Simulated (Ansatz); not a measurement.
# Cl2GeH4OSSi: a ladder of functionals and wavefunction methods

An exercise on one series of results from a longer session: the logs are not shown, and one member is left open.

Computed with Ansatz 0.2.0, Gaussian basis. Level: functionals in def2-TZVPP, the program's frozen cores in correlated methods.

Plan: PBE-D4, r2SCAN-D4, PBE0-D4, B3LYP-D4, ωB97X-V, ωB97M-V, B2PLYP; CCSD(T)/def2-TZVPP; MP2/def2-QZVPP; extrapolation to the limit.

### The relaxed structure

All runs share one geometry, relaxed beforehand with PBE0-D4 in a triple-zeta def2 set.

SMILES `O[SiH](Cl)[S][GeH2][Cl]`, 10 atoms, charge 0, spin multiplicity 1.

Atoms are counted from 1 here; the program's logs count them from 0.

Bond lengths: O1–Si2 1.627 Å, O1–H7 0.959 Å, Si2–Cl3 2.055 Å, Si2–S4 2.129 Å, Si2–H8 1.469 Å, S4–Ge5 2.215 Å, Ge5–Cl6 2.153 Å, Ge5–H9 1.529 Å, Ge5–H10 1.531 Å. Angles: Si2–O1–H7 118.6°, O1–Si2–Cl3 111.3°, O1–Si2–S4 107.7°, O1–Si2–H8 106.8°, Cl3–Si2–S4 109.9°, Cl3–Si2–H8 107.9°, S4–Si2–H8 113.2°, Si2–S4–Ge5 101.3°, S4–Ge5–Cl6 109.6°, S4–Ge5–H9 112.0°, S4–Ge5–H10 105.9°, Cl6–Ge5–H9 106.9°, Cl6–Ge5–H10 107.9°, H9–Ge5–H10 114.4°.

Geometry (Å):

```xyz
10

O     1.9367   -1.6400   -1.2804
Si    0.6816   -1.1140   -0.3885
Cl    1.2015   -0.9249    1.5903
S     0.0812    0.7749   -1.1653
Ge   -1.2093    1.5278    0.4705
Cl   -2.6805    0.0389    0.9733
H     2.7116   -1.0798   -1.3573
H    -0.3668   -2.1384   -0.4838
H    -0.4117    1.8127    1.7430
H    -1.9443    2.7429   -0.1019
```

Set-up of the first run:

The input, in.yaml:

```yaml
crystal:
  periodic: [false, false, false]
  atoms:
    - {symbol: O, position_ang: [1.936698, -1.640006, -1.280362]}
    - {symbol: Si, position_ang: [0.681603, -1.114050, -0.388452]}
    - {symbol: Cl, position_ang: [1.201477, -0.924906, 1.590346]}
    - {symbol: S, position_ang: [0.081236, 0.774927, -1.165319]}
    - {symbol: Ge, position_ang: [-1.209347, 1.527805, 0.470520]}
    - {symbol: Cl, position_ang: [-2.680477, 0.038902, 0.973285]}
    - {symbol: H, position_ang: [2.711554, -1.079836, -1.357300]}
    - {symbol: H, position_ang: [-0.366780, -2.138391, -0.483830]}
    - {symbol: H, position_ang: [-0.411659, 1.812682, 1.743050]}
    - {symbol: H, position_ang: [-1.944314, 2.742863, -0.101918]}
basis:
  gaussian: {orbitals: def2-TZVPP}
hamiltonian: {xc: pbe, dispersion: d4}
output: {forces: true, orbitals: {seedname: orbitals}}
```

The run is started by

```
$ ansatz run in.yaml --threads 2 --pin off --events-out ev --progress --plain --max-ram 22528MiB --backend cuda --devices 0, --max-vram 18GiB
```

Steps of the session up to this table: PBE-D4 (GGA); r2SCAN-D4 (meta-GGA); PBE0-D4 (hybrid); B3LYP-D4 (hybrid); ωB97X-V (range-separated); ωB97M-V (range-separated); B2PLYP (double hybrid); CCSD(T) in def2-TZVPP; MP2 in def2-QZVPP.

One table of the session follows, with a row left open; its other results are not shown here.

| method | atomisation energy (kcal/mol) |
| --- | --- |
| PBE-D4 | ? |
| r2SCAN-D4 | 778.0 |
| PBE0-D4 | 767.5 |
| B3LYP-D4 | 761.7 |
| ωB97X-V | 779.2 |
| ωB97M-V | 775.3 |
| B2PLYP | 755.1 |
| HF/def2-TZVPP | 551.6 |
| MP2/def2-TZVPP | 771.2 |
| CCSD/def2-TZVPP | 736.6 |
| CCSD(T)/def2-TZVPP | 751.5 |
| MP2/CBS | 796.5 |
| CCSD(T)/CBS | 776.8 |

Q: Estimate the row for PBE-D4 from the others.

The run gave: atomisation energy (kcal/mol): 778.1. In the column «atomisation energy (kcal/mol)» it lies between r2SCAN-D4 (778.0) and ωB97X-V (779.2).

To keep in mind: Free atoms (1 O, 1 Si, 2 Cl, 1 S, 1 Ge, 4 H) were run apart at each level; the atomisation energy is their sum less the molecule, without zero-point or spin-orbit terms.
